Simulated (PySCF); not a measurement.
# The bond of ZnP, level by level

Aim: find the lowest electronic state of ZnP, scan its bond at several levels of theory, and get bond length, wavenumber and dissociation energy from each curve.

Method: Zn def2-SVP, P def2-SVP, no relativity; program: PySCF 2.14.0.

2 further runs of the same task are left out: 2 set aside as unsound or not needed.

## 1. Input

The job is set up so:

```json
{
 "atoms": "Zn, P",
 "charge": "0",
 "basis": "Zn def2-SVP, P def2-SVP",
 "Hamiltonian": "no relativity",
 "basis functions": "49",
 "electrons treated": "45",
 "masses in u": "63.9291, 30.9738",
 "levels": "PBE0, PBE, r²SCAN, TPSSh, r²SCAN0, BHandHLYP",
 "grid": "80 radial by 434 angular points",
 "occupations": "held fixed by the projection of orbital angular momentum",
 "dissociation limit": "Zn + P, each in its ground configuration",
 "starting distance in angstrom": "2.255",
 "values of 2S to try": "1, 3"
}
```

Command:

```sh
$ OMP_NUM_THREADS=1 python dia.py task.json out
```

The runs that follow: First curve: PBE0; Other states along the same grid; PBE (GGA); r²SCAN (meta-GGA); TPSSh (hybrid meta-GGA); r²SCAN0 (hybrid meta-GGA); BHandHLYP (global hybrid GGA).

Q: Predict the outcome of this session. Wanted: for each run, Re; ωe; De; μ.

The runs gave:

Lowest PBE0 solution found, without spin–orbit coupling: ⁴Σ⁻ (quartet), unpaired electrons σ ↑, π ↑↑. State 2 has its PBE0 minimum 0.29 eV higher, as a spin-mixed determinant (⟨S²⟩ = 1.76), so this is no gap between pure states. State 3 has its PBE0 minimum 0.51 eV higher, as a spin-mixed determinant (⟨S²⟩ = 1.76), so this is no gap between pure states. State 4 has its PBE0 minimum 0.54 eV higher. The other levels ran on the lowest alone.

| level | Re (Å) | ωe (cm⁻¹) | De (eV) | μ (D) |
| --- | --- | --- | --- | --- |
| PBE | 2.464 | 211.4 | 0.55 | -1.09 |
| r²SCAN | 2.415 | 237.5 | 0.63 | -1.45 |
| TPSSh | 2.451 | 223.2 | 0.55 | -1.49 |
| PBE0 | 2.457 | 218.5 | 0.472 | -1.40 |
| r²SCAN0 | 2.427 | 235.1 | 0.53 | -1.61 |
| BHandHLYP | 2.514 | 187.0 | 0.245 | -1.38 |

De is counted to Zn + P in their ground configurations. A positive dipole means Zn(−)P(+).

The methods spread over 0.099 Å in bond length, from r²SCAN to BHandHLYP. Among the levels with a De in the table, it runs from 0.245 eV (BHandHLYP) to 0.63 eV (r²SCAN).
